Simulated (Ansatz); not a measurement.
# CH₂FNSi (SMILES N=C=[SiH]F): functionals against CCSD(T) at one geometry

One table from this session's results is given with a row withheld; the runs are named, their logs left out.

Computed with Ansatz 0.2.0, Gaussian basis. Level: single points in def2-TZVPP.

Cores are frozen in the correlated methods.

1 further run of the same task is left out (it didn't finish).

### The starting structure

SMILES `N=C=[SiH]F`, 6 atoms, charge 0, spin multiplicity 1.

Atoms are counted from 1 here; the program's logs count them from 0.

Bond lengths: N1–C2 1.210 Å, N1–H5 1.038 Å, C2–Si3 1.912 Å, Si3–F4 1.671 Å, Si3–H6 1.595 Å. Angles: C2–N1–H5 130.1°, N1–C2–Si3 147.4°, C2–Si3–F4 108.1°, C2–Si3–H6 88.5°, F4–Si3–H6 105.6°.

Geometry (Å):

```xyz
6
charge 0, multiplicity 1
N     1.67700   -0.13219   -0.76516
C     0.68160   -0.07426   -0.08011
Si   -1.16166    0.41897    0.04401
F    -2.06631   -0.98009    0.16680
H     2.64660   -0.40378   -0.51373
H    -0.89080    0.88881    1.54446
```

The first run:

Contents of run/in.yaml:

```yaml
crystal:
  periodic: [false, false, false]
  atoms:
    - {symbol: N, position_ang: [1.677001, -0.132189, -0.765158]}
    - {symbol: C, position_ang: [0.681604, -0.074259, -0.080107]}
    - {symbol: Si, position_ang: [-1.161657, 0.418971, 0.044006]}
    - {symbol: F, position_ang: [-2.066313, -0.980094, 0.166800]}
    - {symbol: H, position_ang: [2.646598, -0.403784, -0.513728]}
    - {symbol: H, position_ang: [-0.890802, 0.888806, 1.544463]}
basis:
  gaussian: {orbitals: def2-TZVPP}
hamiltonian: {xc: pbe, dispersion: d4}
output: {forces: true}
```

Launch:

```console
$ ansatz run in.yaml --threads 2 --pin off --events-out ev --progress --plain --max-ram 3481MiB
```

Steps of the session up to this table: PBE-D4/def2-TZVPP; r2SCAN-D4/def2-TZVPP; PBE0-D4/def2-TZVPP; wB97M-V/def2-TZVPP; CCSD(T)/def2-TZVPP.

One table of the session follows, with a row left open; its other results are not shown here.

| method | RMS force component (eV/Å) | angle to CCSD(T) forces (°) | dipole (D) |
| --- | --- | --- | --- |
| PBE-D4 | 0.479 | 14.6 | 3.49 |
| r2SCAN-D4 | 0.693 | 17.1 | 3.60 |
| PBE0-D4 | ? | ? | ? |
| wB97M-V | 0.871 | 35.4 | 3.95 |
| CCSD(T) | 0.705 | reference | 3.86 |

Estimate the missing values for PBE0-D4.

**Answer.** RMS force component (eV/Å): 0.800; angle to CCSD(T) forces (°): 27.8; dipole (D): 3.73. In the column «RMS force component (eV/Å)» it lies between CCSD(T) (0.705) and wB97M-V (0.871).
